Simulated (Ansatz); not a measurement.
Crystal: HfIn4SiO6.

```xyz
12
Lattice="5.3316 0.0159 -0.0484 -2.5793 4.8820 -0.0191 -1.5181 -1.2222 9.4552" Properties=species:S:1:pos:R:3 pbc="T T T"
Hf    0.4788   -0.1503    3.7956
In   -2.0281    1.7443    8.2116
In    0.4038    3.1078    3.2589
In    2.0643    1.3901    1.1100
In    2.8549    1.2057    5.2841
Si    2.1961    4.5946    0.2960
O    -0.3796    1.3897    4.6000
O     2.3277    3.2702    4.5516
O     1.3322    1.9300    9.2685
O     4.9498   -0.2322    1.9726
O    -1.2826   -0.1993    9.2428
O     0.5784    4.6309   -0.0414
```

The cell was built by a generator and needn't be a form met in nature.

```yaml
Program: Ansatz 0.2.0
Task: relaxation of cell and atoms
Functional: PBEsol
Dispersion: D3(BJ)
Potentials_or_basis: Ansatz PAW
Cutoff: "420 eV (not typed: the program's choice for these potentials)"
k_mesh: 4 × 4 × 2
Occupations: fermi-dirac, width 0.05 eV
Spin: no spin polarisation
```

At the start: volume 20.49 Å³/atom.

Task: How do energy, volume and symmetry change on relaxing?

Result: It ends after 15 steps and the volume is 18.56 Å³/atom (-9.4 %); space group P1 (No. 1, to 0.05 Å).

Step by step:
| step | energy change (eV) | largest force (eV/Å) | volume (Å³) |
| --- | --- | --- | --- |
| 1 | 0.0000 | 0.3610 | 245.86 |
| 2 | -0.0723 | 1.1400 | 215.07 |
| 3 | -0.2843 | 0.2594 | 228.06 |
| 4 | -0.2977 | 0.2235 | 226.12 |
| 5 | -0.3081 | 0.2967 | 223.71 |
| 6 | -0.3093 | 0.1288 | 223.55 |
| 7 | -0.3118 | 0.0778 | 223.89 |
| 8 | -0.3121 | 0.0147 | 223.91 |
| 9 | -0.3118 | 0.0111 | 224.05 |
| 10 | -0.3119 | 0.0044 | 224.00 |
| 11 | -0.2815 | 0.0045 | 224.00 |
| 12 | -0.2854 | 0.0461 | 222.50 |
| 13 | -0.2854 | 0.0265 | 222.67 |
| 14 | -0.2854 | 0.0088 | 222.72 |
| 15 | -0.2823 | 0.0086 | 222.72 |

Final structure:
```cif
data_structure
_symmetry_space_group_name_H-M 'P 1'
_symmetry_Int_Tables_number 1
_cell_length_a 5.2207
_cell_length_b 5.3033
_cell_length_c 9.3084
_cell_angle_alpha 92.370
_cell_angle_beta 99.491
_cell_angle_gamma 117.828
_cell_volume 222.72
loop_
_atom_site_label
_atom_site_type_symbol
_atom_site_fract_x
_atom_site_fract_y
_atom_site_fract_z
_atom_site_occupancy
Hf1 Hf 0.23937 0.07644 0.40759 1
In1 In 0.14700 0.56691 0.86564 1
In2 In 0.52322 0.73166 0.34134 1
In3 In 0.57720 0.30319 0.12868 1
In4 In 0.87588 0.37986 0.56598 1
Si1 Si 0.88206 0.94274 0.03421 1
O1 O 0.27518 0.42812 0.49634 1
O2 O 0.94448 0.79267 0.49376 1
O3 O 0.84478 0.62315 0.98865 1
O4 O 0.97779 0.01295 0.21527 1
O5 O 0.14894 0.20046 0.97339 1
O6 O 0.56410 0.94185 0.98915 1
```

Caveat: the plane-wave basis is chosen anew once the cell has moved, so the energies of steps on either side of that aren't comparable; the pressure holds a Pulay correction of +0.4 GPa for the finite cutoff; the PAW data sets come from PBE, with cores solved anew for the run's functional, which leaves a small shift of forces and pressure.
